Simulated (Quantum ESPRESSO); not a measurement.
Here is a Quantum ESPRESSO 7.5 calculation.

pw.in

```
&CONTROL
  calculation = 'scf'
  prefix = 'pwscf'
  outdir = './tmp'
  pseudo_dir = './pseudo'
  tprnfor = .true.
  disk_io = 'low'
/
&SYSTEM
  ibrav = 0
  celldm(1) = 8
  nat = 4
  ntyp = 3
  ecutwfc = 70
  nbnd = 21
  occupations = 'smearing'
  smearing = 'fd'
  degauss = 0.00367493
/
&ELECTRONS
  conv_thr = 8d-10
  electron_maxstep = 120
  mixing_beta = 0.5
/
ATOMIC_SPECIES
S     32.0600 S_ONCV_PBE-1.2.upf
Zn    65.3800 Zn_ONCV_PBE-1.2.upf
H      1.0080 H_ONCV_PBE-1.2.upf
CELL_PARAMETERS alat
  2.5983734213604   0.0000000000000   0.0000000000000
  0.0000000000000   3.0708049525169   0.0000000000000
  0.0000000000000   0.0000000000000   2.5983734213604
ATOMIC_POSITIONS crystal
S      0.4724136400    0.3685961500    0.5274090900
Zn     0.4486227300    0.5249346200    0.4618727300
H      0.5722318200    0.3935192300    0.5915818200
H      0.4301318200    0.6346346200    0.4146000000
K_POINTS gamma
```

Contents of pp_density.in:

```
&INPUTPP
  prefix = 'pwscf'
  outdir = './tmp'
  filplot = 'density.dat'
  plot_num = 0
/
&PLOT
  nfile = 1
  filepp(1) = 'density.dat'
  iflag = 3
  output_format = 6
  fileout = 'density.cube'
/
```

pp_potential.in

```
&INPUTPP
  prefix = 'pwscf'
  outdir = './tmp'
  filplot = 'potential.dat'
  plot_num = 11
/
&PLOT
  nfile = 1
  filepp(1) = 'potential.dat'
  iflag = 3
  output_format = 6
  fileout = 'potential.cube'
/
```

The input pp_elf.in:

```
&INPUTPP
  prefix = 'pwscf'
  outdir = './tmp'
  filplot = 'elf.dat'
  plot_num = 8
/
&PLOT
  nfile = 1
  filepp(1) = 'elf.dat'
  iflag = 3
  output_format = 6
  fileout = 'elf.cube'
/
```

pp_potential_ks.in

```
&INPUTPP
  prefix = 'pwscf'
  outdir = './tmp'
  filplot = 'potential_ks.dat'
  plot_num = 1
/
&PLOT
  nfile = 1
  filepp(1) = 'potential_ks.dat'
  iflag = 3
  output_format = 6
  fileout = 'potential_ks.cube'
/
```

Potentials or basis: SG15 PBE 1.2.

Command:

```sh
$ OMP_NUM_THREADS=1 pw.x -in pw.in > pw.out
$ OMP_NUM_THREADS=1 pp.x -in pp_density.in > pp_density.out
$ OMP_NUM_THREADS=1 pp.x -in pp_potential.in > pp_potential.out
$ OMP_NUM_THREADS=1 pp.x -in pp_elf.in > pp_elf.out
$ OMP_NUM_THREADS=1 pp.x -in pp_potential_ks.in > pp_potential_ks.out
```

(1) Predict the dipole moment.

(2) Estimate the gap between the frontier levels.

Results:

(1) 1.11 D.

(2) 4.64 eV.

Caveat: this is a molecule in a periodic box, so the gap is that between its Kohn-Sham HOMO and LUMO and the box isn't a crystal.
